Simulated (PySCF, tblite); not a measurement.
# C4H4BrCl+ (doublet): EPR parameters

Aim: compute the EPR parameters of C4H4BrCl+ (doublet) (`C=C(Br)[C]([CH2+])Cl`).

Computed with tblite 0.8.0 and PySCF 2.14.0 and routines of our own; the level stands in each step. Atoms count from 0.

## (1) The starting structure

10 atoms, charge 1, multiplicity 2; geometry from: force field or distance geometry start.

## (2) Optimising the geometry with GFN2-xTB

What the job is given:

```
{"job": {"kind": "relax", "xc": "GFN2-xTB", "basis": "xTB"}, "charge": 1, "multiplicity": 2}
C     -1.402700    -0.922400    -0.074400
C     -0.713400     0.208200    -0.219700
Br    -1.453900     1.906100     0.207900
C      0.682700     0.118400    -0.702100
C      1.536900    -0.021000     0.522200
Cl     1.059100     1.496100    -1.702200
H     -0.980900    -1.863000    -0.311000
H     -2.433000    -0.792800     0.292800
H      1.354300     0.626800     1.388100
H      2.359700    -0.751800     0.575800
```

The run is started by

```bash
$ OMP_NUM_THREADS=1 python heavy_run.py task.json out
```

The driver reads the jobs from task.json and runs them one after another.

The program printed:

```text
step      E/eV     max force
  0    -505.50212    4.923
  1    -505.94057    3.422
  2    -506.35464    2.630
  3    -506.54423    1.221
  4    -506.67496    1.456
  5    -506.77772    1.395
  6    -506.92971    1.290
  7    -507.02816    1.447
  8    -507.17653    1.167
  9    -507.28562    1.063
 10    -507.39945    0.895
 11    -507.49423    0.864
 12    -507.56532    1.034
 13    -507.62622    0.783
 14    -507.66029    0.556
 15    -507.67501    0.483
 16    -507.69270    0.567
 17    -507.70515    0.292
 18    -507.71823    0.260
 19    -507.72395    0.232
 20    -507.73194    0.267
 21    -507.73761    0.221
 22    -507.74271    0.212
 23    -507.74725    0.209
 24    -507.75306    0.287
 25    -507.75987    0.265
 26    -507.76689    0.248
 27    -507.77296    0.246
 28    -507.77699    0.219
 29    -507.77918    0.130
 30    -507.78068    0.112
 31    -507.78233    0.109
 32    -507.78398    0.095
 33    -507.78498    0.079
 34    -507.78564    0.073
 35    -507.78622    0.065
 36    -507.78694    0.073
 37    -507.78764    0.064
 38    -507.78807    0.039
 39    -507.78827    0.042
 40    -507.78845    0.042
 41    -507.78879    0.051
 42    -507.78944    0.085
 43    -507.79079    0.124
 44    -507.79373    0.220
 45    -507.79868    0.444
 46    -507.80654    0.441
 47    -507.82441    0.433
 48    -507.80677    1.191
 49    -507.84466    0.419
 50    -507.85434    0.320
 51    -507.86642    0.310
 52    -507.88578    0.477
 53    -507.89115    0.557
 54    -507.90761    0.321
 55    -507.93080    0.251
 56    -507.94328    0.255
 57    -507.95022    0.250
 58    -507.95915    0.289
 59    -507.97340    0.305
 60    -507.98513    0.243
 61    -507.99223    0.263
 62    -507.99518    0.242
 63    -507.99886    0.218
 64    -508.00029    0.108
 65    -508.00181    0.092
 66    -508.00365    0.131
 67    -508.00475    0.103
 68    -508.00570    0.074
 69    -508.00649    0.056
 70    -508.00693    0.063
 71    -508.00718    0.057
 72    -508.00735    0.038
 73    -508.00742    0.026
 74    -508.00746    0.015
 75    -508.00747    0.014
 76    -508.00751    0.013
 77    -508.00755    0.015
 78    -508.00760    0.016
 79    -508.00763    0.015
 80    -508.00765    0.012
 81    -508.00767    0.010
 82    -508.00768    0.010
```

It took 0.91 s on 1 thread of Arm Neoverse N1, shared host; peak memory 0.18 GiB.

Along the way: (not every step is listed)

```csv
step,energy from step 0 (eV),largest force (eV/Å)
0,0.0000,4.9233
1,-0.4384,3.4215
2,-0.8525,2.6297
3,-1.0421,1.2208
4,-1.1728,1.4563
5,-1.2756,1.3948
6,-1.4276,1.2902
7,-1.5260,1.4469
8,-1.6744,1.1666
14,-2.1582,0.5561
20,-2.2298,0.2671
26,-2.2648,0.2478
32,-2.2819,0.0947
38,-2.2860,0.0393
44,-2.2916,0.2196
50,-2.3522,0.3199
56,-2.4412,0.2547
62,-2.4931,0.2422
68,-2.5036,0.0744
74,-2.5053,0.0154
77,-2.5054,0.0147
78,-2.5055,0.0164
79,-2.5055,0.0152
80,-2.5055,0.0122
81,-2.5056,0.0104
82,-2.5056,0.0100
```

Close pairs (by a distance rule), those that changed most:

```csv
bond,before (Å),after (Å),change (Å)
C3–C4,1.499,1.355,-0.144
C3–Cl5,1.744,1.711,-0.032
C4–H9,1.102,1.080,-0.022
C0–H7,1.101,1.080,-0.022
C0–H6,1.058,1.078,+0.020
C4–H8,1.097,1.078,-0.019
C1–C3,1.480,1.462,-0.018
C0–C1,1.332,1.347,+0.015
```

The final coordinates are the input of the step that follows.

## (3) Harmonic vibrations with GFN2-xTB

What the job is given:

```
{"job": {"kind": "ir", "xc": "GFN2-xTB", "basis": "xTB"}, "charge": 1, "multiplicity": 2}
C     -1.399765    -0.712460     0.280971
C     -0.772689     0.352093    -0.255480
Br    -1.846541     1.720245    -1.045381
C      0.674911     0.551666    -0.294045
C      1.561420    -0.277297     0.308079
Cl     1.253742     1.921953    -1.140141
H     -0.867295    -1.532629     0.734439
H     -2.476794    -0.789243     0.268845
H      1.260287    -1.149085     0.865241
H      2.621606    -0.080589     0.254943
```

The program printed:

```text
mode    cm-1     km/mol
  1      21.2      0.15
  2     155.0      0.89
  3     287.8      2.84
  4     304.1      3.30
  5     354.6      0.01
  6     397.2      0.34
  7     484.1      0.79
  8     491.7      0.77
  9     502.0      8.11
 10     615.0      1.64
 11     691.2      3.63
 12     871.6      0.56
 13     895.6      6.17
 14     920.1     60.64
 15    1019.9      0.96
 16    1103.2      2.90
 17    1305.7     85.01
 18    1355.9    113.90
 19    1494.0     66.50
 20    1513.4     23.94
 21    3084.7     71.90
 22    3088.9     63.69
 23    3118.5     15.42
 24    3125.7     10.08
```

Run time: 0.49 s. Hardware: 1 thread of Arm Neoverse N1, shared host; peak memory 0.18 GiB.

The strongest bands and the atoms that carry them (share of the mass-weighted mode):

```csv
cm⁻¹,km/mol,atoms
920,60.6,"H7 33 %, H6 24 %, C0 19 %"
1306,85.0,"H9 28 %, H8 22 %, H7 21 %, H6 15 %"
1356,113.9,"H7 28 %, H6 21 %, H9 19 %, H8 15 %"
1494,66.5,"C3 44 %, C4 41 %"
1513,23.9,"C1 47 %, C0 40 %"
3085,71.9,"H7 39 %, H6 22 %, H9 21 %, H8 12 %"
3089,63.7,"H9 43 %, H7 24 %, H8 18 %"
3118,15.4,"H6 46 %, H7 24 %, H8 12 %"
```

## (4) EPR parameters: BP86/pcH-1 Br:dyall-v2z (BP86), spin–orbit

Settings changed since step 3:

```diff
@@ -1,2 +1,2 @@
-{"job": {"kind": "ir", "xc": "GFN2-xTB", "basis": "xTB"}, "charge": 1, "multiplicity": 2}
+{"job": {"kind": "hepr", "xc": "BP86", "basis": {"default": "pcH-1", "Br": "dyall-v2z"}, "rel": "so"}, "charge": 1, "multiplicity": 2}
 C     -1.399765    -0.712460     0.280971
```

Level: BP86/pcH-1 Br:dyall-v2z EPR parameters from three collinear SCF solutions, X2C with spin-orbit coupling, screened-nuclear two-electron part, Gaussian nuclei, gas phase.

The program printed:

```text
spin-free SCF
coarse grid: 44256 points
cycle   1  E = -3222.7301698346  dE =  8.031e-01  |g| = 2.700e-01  |ddm| = 2.192e+00
cycle   2  E = -3222.5863372284  dE =  1.438e-01  |g| = 5.889e-01  |ddm| = 1.090e+00
cycle   3  E = -3222.7506350872  dE = -1.643e-01  |g| = 1.216e-01  |ddm| = 7.520e-01
cycle   4  E = -3222.7435782001  dE =  7.057e-03  |g| = 1.432e-01  |ddm| = 3.606e-01
cycle   5  E = -3222.7597143246  dE = -1.614e-02  |g| = 4.437e-02  |ddm| = 2.647e-01
cycle   6  E = -3222.7604725651  dE = -7.582e-04  |g| = 2.281e-02  |ddm| = 8.215e-02
cycle   7  E = -3222.7608627636  dE = -3.902e-04  |g| = 4.706e-03  |ddm| = 3.845e-02
cycle   8  E = -3222.7608766348  dE = -1.387e-05  |g| = 3.383e-03  |ddm| = 8.044e-03
cycle   9  E = -3222.7608828817  dE = -6.247e-06  |g| = 8.657e-04  |ddm| = 4.292e-03
final grid: 91144 points
cycle  10  E = -3222.7609751947  dE =  5.349e-06  |g| = 2.749e-03  |ddm| = 5.669e-03
cycle  11  E = -3222.7608522438  dE =  1.230e-04  |g| = 1.238e-02  |ddm| = 2.432e-02
cycle  12  E = -3222.7609800871  dE = -1.278e-04  |g| = 1.509e-03  |ddm| = 2.064e-02
cycle  13  E = -3222.7609814327  dE = -1.346e-06  |g| = 2.087e-04  |ddm| = 1.726e-03
cycle  14  E = -3222.7609814574  dE = -2.472e-08  |g| = 1.114e-04  |ddm| = 3.340e-04
cycle  15  E = -3222.7609814660  dE = -8.612e-09  |g| = 6.075e-05  |ddm| = 1.919e-04
converged SCF energy = -3222.7609814660
two-component SCF, magnetisation along principal axis 1
cycle   1  E = -3222.6935259198  dE = -3.223e+03  |FDS-SDF| = 2.197e+01
cycle   2  E = -3222.8399047133  dE = -1.464e-01  |FDS-SDF| = 9.979e-03
cycle   3  E = -3222.8394668999  dE =  4.378e-04  |FDS-SDF| = 3.273e-02
cycle   4  E = -3222.8399172578  dE = -4.504e-04  |FDS-SDF| = 5.614e-03
cycle   5  E = -3222.8399149510  dE =  2.307e-06  |FDS-SDF| = 5.952e-03
cycle   6  E = -3222.8399259680  dE = -1.102e-05  |FDS-SDF| = 1.335e-03
cycle   7  E = -3222.8399266738  dE = -7.058e-07  |FDS-SDF| = 3.279e-04
cycle   8  E = -3222.8399267205  dE = -4.672e-08  |FDS-SDF| = 3.909e-05
cycle   9  E = -3222.8399267206  dE = -4.138e-11  |FDS-SDF| = 3.857e-05
converged, E = -3222.8399267206
two-component SCF, magnetisation along principal axis 2
cycle   1  E = -3222.6935259199  dE = -3.223e+03  |FDS-SDF| = 2.197e+01
cycle   2  E = -3222.8398990876  dE = -1.464e-01  |FDS-SDF| = 9.812e-03
cycle   3  E = -3222.8394908074  dE =  4.083e-04  |FDS-SDF| = 3.156e-02
cycle   4  E = -3222.8399097342  dE = -4.189e-04  |FDS-SDF| = 5.689e-03
cycle   5  E = -3222.8399085045  dE =  1.230e-06  |FDS-SDF| = 5.775e-03
cycle   6  E = -3222.8399188188  dE = -1.031e-05  |FDS-SDF| = 1.320e-03
cycle   7  E = -3222.8399195218  dE = -7.030e-07  |FDS-SDF| = 3.160e-04
cycle   8  E = -3222.8399195476  dE = -2.584e-08  |FDS-SDF| = 3.622e-05
converged, E = -3222.8399195476
two-component SCF, magnetisation along principal axis 3
cycle   1  E = -3222.6935259199  dE = -3.223e+03  |FDS-SDF| = 2.197e+01
cycle   2  E = -3222.8398960091  dE = -1.464e-01  |FDS-SDF| = 9.674e-03
cycle   3  E = -3222.8395159705  dE =  3.800e-04  |FDS-SDF| = 3.043e-02
cycle   4  E = -3222.8399046072  dE = -3.886e-04  |FDS-SDF| = 5.841e-03
cycle   5  E = -3222.8399045125  dE =  9.469e-08  |FDS-SDF| = 5.659e-03
cycle   6  E = -3222.8399143962  dE = -9.884e-06  |FDS-SDF| = 1.305e-03
cycle   7  E = -3222.8399150811  dE = -6.848e-07  |FDS-SDF| = 3.009e-04
cycle   8  E = -3222.8399151047  dE = -2.364e-08  |FDS-SDF| = 3.493e-05
converged, E = -3222.8399151047

g tensor 1.98128 2.00576 2.14534   isotropic 2.04413

Hyperfine (MHz)
atom isotope      a_iso        A1        A2        A3
  0    13C       19.95     -14.17     -10.82      84.85
  1    13C      -13.74     -16.57     -12.96     -11.70
  2   79Br       52.12    -137.48      63.65     230.18
  3    13C      -11.46     -15.27     -11.99      -7.14
  4    13C       18.32     -13.11     -12.62      80.68
  5   35Cl       -1.35     -30.44     -17.37      43.75
  6     1H      -24.08     -36.56     -27.30      -8.38
  7     1H      -24.85     -38.93     -26.71      -8.90
  8     1H      -22.72     -34.13     -25.69      -8.35
  9     1H      -23.24     -36.70     -25.66      -7.35

Field gradients (au) and densities at the nuclei (bohr^-3)
atom        Vxx        Vyy        Vzz        centre      nuclear mean
  0 C     -0.2353    -0.3144     0.5498        126.789        126.787
  1 C      0.1573     0.1733    -0.3306        126.764        126.761
  2 Br    -1.6005    -6.3914     7.9919      40885.105      40824.841
  3 C      0.1533     0.1635    -0.3168        126.716        126.714
  4 C     -0.2201    -0.3090     0.5291        126.781        126.778
  5 Cl    -0.9181    -2.8395     3.7576       2833.029       2844.241
  6 H     -0.1521    -0.1618     0.3139          0.480          0.480
  7 H     -0.1486    -0.1558     0.3045          0.475          0.475
  8 H     -0.1516    -0.1632     0.3148          0.480          0.480
  9 H     -0.1486    -0.1567     0.3053          0.475          0.475
without picture change
  2 Br                           8.2660                     66366.420
```

It took 2.4 min on 1 thread of Arm Neoverse N1, shared host; peak memory 0.83 GiB.

From this job:

```csv
quantity,value
g(iso),2.0441
```

Mulliken spin populations:

```csv
atom,value (e)
C0,0.39
C1,-0.01
Br2,0.20
C3,0.01
C4,0.37
Cl5,0.11
H6,-0.02
H7,-0.02
H8,-0.02
H9,-0.02
```

## (5) EPR parameters: PBE/pcH-1 Br:dyall-v2z (PBE), spin–orbit

Settings changed since step 4:

```diff
@@ -1,2 +1,2 @@
-{"job": {"kind": "hepr", "xc": "BP86", "basis": {"default": "pcH-1", "Br": "dyall-v2z"}, "rel": "so"}, "charge": 1, "multiplicity": 2}
+{"job": {"kind": "hepr", "xc": "PBE", "basis": {"default": "pcH-1", "Br": "dyall-v2z"}, "rel": "so"}, "charge": 1, "multiplicity": 2}
 C     -1.399765    -0.712460     0.280971
```

Level: PBE/pcH-1 Br:dyall-v2z EPR parameters from three collinear SCF solutions, X2C with spin-orbit coupling, screened-nuclear two-electron part, Gaussian nuclei, gas phase.

The program printed:

```text
spin-free SCF
coarse grid: 44256 points
cycle   1  E = -3221.6135038407  dE =  7.979e-01  |g| = 3.097e-01  |ddm| = 2.200e+00
cycle   2  E = -3221.4714238054  dE =  1.421e-01  |g| = 5.840e-01  |ddm| = 1.047e+00
cycle   3  E = -3221.6237636522  dE = -1.523e-01  |g| = 1.682e-01  |ddm| = 8.106e-01
cycle   4  E = -3221.6138752320  dE =  9.888e-03  |g| = 1.882e-01  |ddm| = 4.737e-01
cycle   5  E = -3221.6424687826  dE = -2.859e-02  |g| = 5.074e-02  |ddm| = 3.313e-01
cycle   6  E = -3221.6435331936  dE = -1.064e-03  |g| = 1.883e-02  |ddm| = 7.441e-02
cycle   7  E = -3221.6437077529  dE = -1.746e-04  |g| = 9.874e-03  |ddm| = 4.061e-02
cycle   8  E = -3221.6437811115  dE = -7.336e-05  |g| = 4.444e-03  |ddm| = 1.710e-02
cycle   9  E = -3221.6437920079  dE = -1.090e-05  |g| = 1.321e-03  |ddm| = 5.749e-03
cycle  10  E = -3221.6437937533  dE = -1.745e-06  |g| = 5.207e-04  |ddm| = 3.228e-03
final grid: 91144 points
cycle  11  E = -3221.6439700952  dE =  8.647e-07  |g| = 1.488e-03  |ddm| = 2.761e-03
cycle  12  E = -3221.6439598669  dE =  1.023e-05  |g| = 3.949e-03  |ddm| = 7.629e-03
cycle  13  E = -3221.6439700752  dE = -1.021e-05  |g| = 1.249e-03  |ddm| = 7.060e-03
cycle  14  E = -3221.6439709818  dE = -9.067e-07  |g| = 6.579e-04  |ddm| = 2.647e-03
cycle  15  E = -3221.6439712453  dE = -2.635e-07  |g| = 3.391e-04  |ddm| = 1.309e-03
cycle  16  E = -3221.6439713208  dE = -7.544e-08  |g| = 4.381e-05  |ddm| = 4.362e-04
cycle  17  E = -3221.6439713218  dE = -9.859e-10  |g| = 1.662e-05  |ddm| = 5.943e-05
converged SCF energy = -3221.6439713218
two-component SCF, magnetisation along principal axis 1
cycle   1  E = -3221.5765529573  dE = -3.222e+03  |FDS-SDF| = 2.196e+01
cycle   2  E = -3221.7228181574  dE = -1.463e-01  |FDS-SDF| = 1.012e-02
cycle   3  E = -3221.7223338283  dE =  4.843e-04  |FDS-SDF| = 3.427e-02
cycle   4  E = -3221.7228328955  dE = -4.991e-04  |FDS-SDF| = 5.404e-03
cycle   5  E = -3221.7228298330  dE =  3.062e-06  |FDS-SDF| = 5.918e-03
cycle   6  E = -3221.7228407879  dE = -1.095e-05  |FDS-SDF| = 1.345e-03
cycle   7  E = -3221.7228415273  dE = -7.394e-07  |FDS-SDF| = 3.407e-04
cycle   8  E = -3221.7228415573  dE = -2.997e-08  |FDS-SDF| = 4.043e-05
converged, E = -3221.7228415573
two-component SCF, magnetisation along principal axis 2
cycle   1  E = -3221.5765529573  dE = -3.222e+03  |FDS-SDF| = 2.196e+01
cycle   2  E = -3221.7228120461  dE = -1.463e-01  |FDS-SDF| = 9.931e-03
cycle   3  E = -3221.7223619993  dE =  4.500e-04  |FDS-SDF| = 3.298e-02
cycle   4  E = -3221.7228248211  dE = -4.628e-04  |FDS-SDF| = 5.463e-03
cycle   5  E = -3221.7228228104  dE =  2.011e-06  |FDS-SDF| = 5.715e-03
cycle   6  E = -3221.7228329833  dE = -1.017e-05  |FDS-SDF| = 1.329e-03
cycle   7  E = -3221.7228336976  dE = -7.143e-07  |FDS-SDF| = 3.277e-04
cycle   8  E = -3221.7228337255  dE = -2.790e-08  |FDS-SDF| = 3.710e-05
converged, E = -3221.7228337255
two-component SCF, magnetisation along principal axis 3
cycle   1  E = -3221.5765529573  dE = -3.222e+03  |FDS-SDF| = 2.196e+01
cycle   2  E = -3221.7228086996  dE = -1.463e-01  |FDS-SDF| = 9.776e-03
cycle   3  E = -3221.7223917405  dE =  4.170e-04  |FDS-SDF| = 3.173e-02
cycle   4  E = -3221.7228192921  dE = -4.276e-04  |FDS-SDF| = 5.610e-03
cycle   5  E = -3221.7228184287  dE =  8.635e-07  |FDS-SDF| = 5.581e-03
cycle   6  E = -3221.7228281101  dE = -9.681e-06  |FDS-SDF| = 1.313e-03
cycle   7  E = -3221.7228288040  dE = -6.939e-07  |FDS-SDF| = 3.113e-04
cycle   8  E = -3221.7228288293  dE = -2.536e-08  |FDS-SDF| = 3.554e-05
converged, E = -3221.7228288293

g tensor 1.98118 2.00556 2.14741   isotropic 2.04472

Hyperfine (MHz)
atom isotope      a_iso        A1        A2        A3
  0    13C       24.98      -9.41      -6.04      90.37
  1    13C      -14.38     -17.08     -13.53     -12.53
  2   79Br       49.33    -142.95      61.82     229.12
  3    13C      -11.71     -15.42     -12.15      -7.58
  4    13C       23.01      -8.46      -7.97      85.48
  5   35Cl       -1.45     -30.56     -17.37      43.57
  6     1H      -24.77     -37.31     -28.00      -8.99
  7     1H      -25.51     -39.64     -27.39      -9.51
  8     1H      -23.26     -34.67     -26.24      -8.89
  9     1H      -23.76     -37.21     -26.19      -7.87

Field gradients (au) and densities at the nuclei (bohr^-3)
atom        Vxx        Vyy        Vzz        centre      nuclear mean
  0 C     -0.2315    -0.3126     0.5441        126.570        126.567
  1 C      0.1522     0.1732    -0.3253        126.537        126.534
  2 Br    -1.5775    -6.3965     7.9739      40853.575      40793.640
  3 C      0.1476     0.1639    -0.3116        126.490        126.488
  4 C     -0.2160    -0.3070     0.5230        126.561        126.559
  5 Cl    -0.9160    -2.8307     3.7468       2830.781       2841.985
  6 H     -0.1517    -0.1613     0.3130          0.478          0.478
  7 H     -0.1482    -0.1554     0.3036          0.473          0.473
  8 H     -0.1512    -0.1628     0.3139          0.478          0.478
  9 H     -0.1482    -0.1562     0.3045          0.473          0.473
without picture change
  2 Br                           8.2475                     66309.181
```

Wall time 2.4 min (1 thread of Arm Neoverse N1, shared host); peak memory 0.84 GiB.

From this job:

```csv
quantity,value
g(iso),2.0447
```

(Part 1 of 2 ends here.)
